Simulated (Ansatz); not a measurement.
**C₉H₁₆: up Jacob's ladder to CCSD(T)**

An exercise on one series of results from a longer session: the logs are not shown, and one member is left open.

Computed with Ansatz 0.2.0, Gaussian basis. Level: functionals in def2-TZVPP, the program's frozen cores in correlated methods.

The runs, in order: LDA (SPW92), PBE-D4, revPBE-D4, BLYP-D4, r2SCAN-D4, B97M-V, PBE0-D4, B3LYP-D4, r2SCANh-D4, r2SCAN0-D4, HSE06-D4, BHLYP-D4, CAM-B3LYP-D4, LC-ωPBE, ωB97X-V, ωB97M-V, B2PLYP, PBE-QIDH; CCSD(T)/def2-SVP; CCSD(T)/def2-TZVPP; MP2/def2-QZVPP; extrapolation to the limit; RPA on PBE.

### The geometry

All runs share one geometry, relaxed beforehand with PBE0-D4 in a triple-zeta def2 set.

SMILES `CCCC#CCCCC`, 25 atoms, charge 0, spin multiplicity 1.

Atoms are counted from 1 here; the program's logs count them from 0.

Bond lengths: C1–C2 1.518 Å, C1–H10 1.092 Å, C1–H11 1.093 Å, C1–H12 1.094 Å, C2–C3 1.531 Å, C2–H13 1.094 Å, C2–H14 1.095 Å, C3–C4 1.455 Å, C3–H15 1.097 Å, C3–H16 1.095 Å, C4–C5 1.203 Å, C5–C6 1.455 Å, C6–C7 1.530 Å, C6–H17 1.095 Å, C6–H18 1.097 Å, C7–C8 1.519 Å, C7–H19 1.095 Å, C7–H20 1.096 Å and more. Angles: C2–C1–H10 111.3°, C2–C1–H11 110.9°, C2–C1–H12 111.1°, H10–C1–H11 108.1°, H10–C1–H12 107.8°, H11–C1–H12 107.6°, C1–C2–C3 113.1°, C1–C2–H13 109.9°, C1–C2–H14 110.0°, C3–C2–H13 108.7°, C3–C2–H14 108.2°, H13–C2–H14 106.7°, C2–C3–C4 113.0°, C2–C3–H15 109.4°, C2–C3–H16 109.6°, C4–C3–H15 109.3°, C4–C3–H16 109.2°, H15–C3–H16 106.3° and more.

Coordinates:

```mol
C9H16
  3D, bonds by distance, orders not assigned

 25 24  0  0  0  0  0  0  0  0999 V2000
   -2.7063    0.5803   -0.3421 C   0  0
   -2.2931    0.7487   -1.7926 C   0  0
   -1.1754    1.7775   -1.9829 C   0  0
    0.0585    1.4077   -1.3069 C   0  0
    1.0653    1.0710   -0.7406 C   0  0
    2.2602    0.6513   -0.0245 C   0  0
    1.9491   -0.1943    1.2122 C   0  0
    1.2586   -1.5076    0.8881 C   0  0
    0.9212   -2.3151    2.1288 C   0  0
   -3.4970   -0.1661   -0.2396 H   0  0
   -1.8588    0.2624    0.2698 H   0  0
   -3.0792    1.5215    0.0727 H   0  0
   -1.9599   -0.2112   -2.1990 H   0  0
   -3.1530    1.0632   -2.3926 H   0  0
   -1.5124    2.7533   -1.6124 H   0  0
   -0.9748    1.9079   -3.0518 H   0  0
    2.8313    1.5377    0.2713 H   0  0
    2.9074    0.0818   -0.7022 H   0  0
    1.3222    0.3911    1.8935 H   0  0
    2.8876   -0.3930    1.7418 H   0  0
    0.3466   -1.2995    0.3193 H   0  0
    1.9022   -2.0979    0.2249 H   0  0
    0.4311   -3.2572    1.8731 H   0  0
    1.8205   -2.5541    2.7041 H   0  0
    0.2481   -1.7593    2.7879 H   0  0
  1  2  8  0
  2  3  8  0
  3  4  8  0
  4  5  8  0
  5  6  8  0
  6  7  8  0
  7  8  8  0
  8  9  8  0
  1 10  8  0
  1 11  8  0
  1 12  8  0
  2 13  8  0
  2 14  8  0
  3 15  8  0
  3 16  8  0
  6 17  8  0
  6 18  8  0
  7 19  8  0
  7 20  8  0
  8 21  8  0
  8 22  8  0
  9 23  8  0
  9 24  8  0
  9 25  8  0
M  END
```

The first run:

in.yaml

```yaml
crystal:
  periodic: [false, false, false]
  atoms:
    - {symbol: C, position_ang: [-2.706265, 0.580318, -0.342079]}
    - {symbol: C, position_ang: [-2.293146, 0.748657, -1.792635]}
    - {symbol: C, position_ang: [-1.175371, 1.777540, -1.982947]}
    - {symbol: C, position_ang: [0.058482, 1.407684, -1.306894]}
    - {symbol: C, position_ang: [1.065325, 1.071017, -0.740558]}
    - {symbol: C, position_ang: [2.260194, 0.651264, -0.024476]}
    - {symbol: C, position_ang: [1.949103, -0.194314, 1.212152]}
    - {symbol: C, position_ang: [1.258587, -1.507606, 0.888098]}
    - {symbol: C, position_ang: [0.921248, -2.315075, 2.128833]}
    - {symbol: H, position_ang: [-3.497015, -0.166087, -0.239630]}
    - {symbol: H, position_ang: [-1.858835, 0.262355, 0.269794]}
    - {symbol: H, position_ang: [-3.079168, 1.521460, 0.072654]}
    - {symbol: H, position_ang: [-1.959907, -0.211214, -2.199028]}
    - {symbol: H, position_ang: [-3.153008, 1.063237, -2.392589]}
    - {symbol: H, position_ang: [-1.512361, 2.753266, -1.612392]}
    - {symbol: H, position_ang: [-0.974808, 1.907939, -3.051800]}
    - {symbol: H, position_ang: [2.831265, 1.537714, 0.271256]}
    - {symbol: H, position_ang: [2.907439, 0.081816, -0.702235]}
    - {symbol: H, position_ang: [1.322206, 0.391074, 1.893490]}
    - {symbol: H, position_ang: [2.887569, -0.393002, 1.741779]}
    - {symbol: H, position_ang: [0.346596, -1.299505, 0.319266]}
    - {symbol: H, position_ang: [1.902188, -2.097851, 0.224882]}
    - {symbol: H, position_ang: [0.431115, -3.257232, 1.873084]}
    - {symbol: H, position_ang: [1.820460, -2.554135, 2.704097]}
    - {symbol: H, position_ang: [0.248079, -1.759324, 2.787889]}
basis:
  gaussian: {orbitals: def2-TZVPP}
hamiltonian: {xc: lda}
output: {orbitals: {seedname: orbitals}}
```

Started as:

```sh
$ ansatz run in.yaml --threads 4 --pin off --events-out ev --progress --plain --max-ram 66560MiB --backend cuda --devices 0, --max-vram 37GiB
```

Steps of the session up to this table: LDA; PBE-D4 (GGA); revPBE-D4 (GGA); BLYP-D4 (GGA); r2SCAN-D4 (meta-GGA); B97M-V (meta-GGA); B3LYP-D4 (hybrid); r2SCANh-D4 (hybrid); r2SCAN0-D4 (hybrid); HSE06-D4 (hybrid); BHLYP-D4 (hybrid); CAM-B3LYP-D4 (range-separated); LC-ωPBE (range-separated); ωB97X-V (range-separated); ωB97M-V (range-separated); B2PLYP (double hybrid); PBE-QIDH (double hybrid).

One of the session's tables, all rows but one given; the rest of the session is left out.

It belongs to the step «Frontier levels by functional». 

| functional | HOMO (eV) | LUMO (eV) | gap (eV) |
| --- | --- | --- | --- |
| LDA (SPW92) | -5.99 | -0.04 | 5.95 |
| PBE-D4 | ? | ? | ? |
| revPBE-D4 | -5.77 | 0.28 | 6.05 |
| BLYP-D4 | -5.70 | 0.24 | 5.94 |
| r2SCAN-D4 | -6.04 | 0.63 | 6.67 |
| B97M-V | -6.09 | 0.35 | 6.43 |
| PBE0-D4 | -7.03 | 1.01 | 8.04 |
| B3LYP-D4 | -6.81 | 0.71 | 7.53 |
| r2SCANh-D4 | -6.49 | 0.95 | 7.44 |
| r2SCAN0-D4 | -7.17 | 1.38 | 8.55 |
| HSE06-D4 | -6.63 | 0.64 | 7.27 |
| BHLYP-D4 | -8.10 | 1.65 | 9.75 |
| CAM-B3LYP-D4 | -8.38 | 1.80 | 10.18 |
| LC-ωPBE | -9.76 | 3.09 | 12.85 |
| ωB97X-V | -9.39 | 2.85 | 12.24 |
| ωB97M-V | -9.28 | 2.46 | 11.74 |

Estimate the missing values for PBE-D4.

The run gave: HOMO (eV): -5.84; LUMO (eV): 0.18; gap (eV): 6.02. In the column «HOMO (eV)» it lies between LDA (SPW92) (-5.99) and revPBE-D4 (-5.77).
